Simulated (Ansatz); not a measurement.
# CH5BFSSb: the cost of one run

Program: Ansatz 0.2.0. Level of theory: RKS PBE-D4/def2-SVP. These are calculated values, not measurements.

### Step 1. The starting structure

Bond lengths: F1–B2 1.494 Å, B2–Sb3 2.217 Å, B2–C4 1.529 Å, C4–S5 1.817 Å, Sb3–H6 1.752 Å, Sb3–H7 1.755 Å, C4–H8 1.129 Å, C4–H9 1.167 Å, S5–H10 1.427 Å. Angles: F1–B2–Sb3 118.1°, F1–B2–C4 123.1°, Sb3–B2–C4 118.6°, B2–Sb3–H6 93.8°, B2–Sb3–H7 93.6°, H6–Sb3–H7 91.6°, B2–C4–S5 113.9°, B2–C4–H8 108.9°, B2–C4–H9 111.1°, S5–C4–H8 106.3°, S5–C4–H9 111.3°, H8–C4–H9 104.7°, C4–S5–H10 90.4°.

Structure file:

```xyz
10

F     0.4114   -2.3841    0.9445
B     0.2388   -0.9594    0.5306
Sb    1.8856    0.4612    0.9627
C    -1.0565   -0.4158   -0.0729
S    -0.8874    0.1518   -1.7906
H     0.8290    1.8584    0.9850
H     2.2642    0.7114   -0.7325
H    -1.8289   -1.2389   -0.0851
H    -1.5193    0.4142    0.6043
H    -0.2539    1.3500   -1.3430
```

### Step 2. End point A

input.yaml

```yaml
crystal:
  periodic: [false, false, false]
  atoms:
    - { symbol: F, position_ang: [0.4114, -2.3841, 0.9445] }
    - { symbol: B, position_ang: [0.2388, -0.9594, 0.5306] }
    - { symbol: Sb, position_ang: [1.8856, 0.4612, 0.9627] }
    - { symbol: C, position_ang: [-1.0565, -0.4158, -0.0729] }
    - { symbol: S, position_ang: [-0.8874, 0.1518, -1.7906] }
    - { symbol: H, position_ang: [0.829, 1.8584, 0.985] }
    - { symbol: H, position_ang: [2.2642, 0.7114, -0.7325] }
    - { symbol: H, position_ang: [-1.8289, -1.2389, -0.0851] }
    - { symbol: H, position_ang: [-1.5193, 0.4142, 0.6043] }
    - { symbol: H, position_ang: [-0.2539, 1.35, -1.343] }
basis:
  gaussian: { orbitals: def2-SVP }
hamiltonian:
  xc: pbe
  dispersion: d4
relax:
  f_tol: 0.02
  max_steps: 50
output:
  orbitals: {}
```

On the command line:

```console
$ ansatz run input.yaml --threads 2 --pin off --max-ram 3072MiB --backend cpu --events-out ev --progress --plain --runs-dir out
```

What time and memory should one allow on 2 threads of Intel Xeon Platinum 8488C (Sapphire Rapids), shared host?

About 36 s, with a peak of 0.2 GiB.
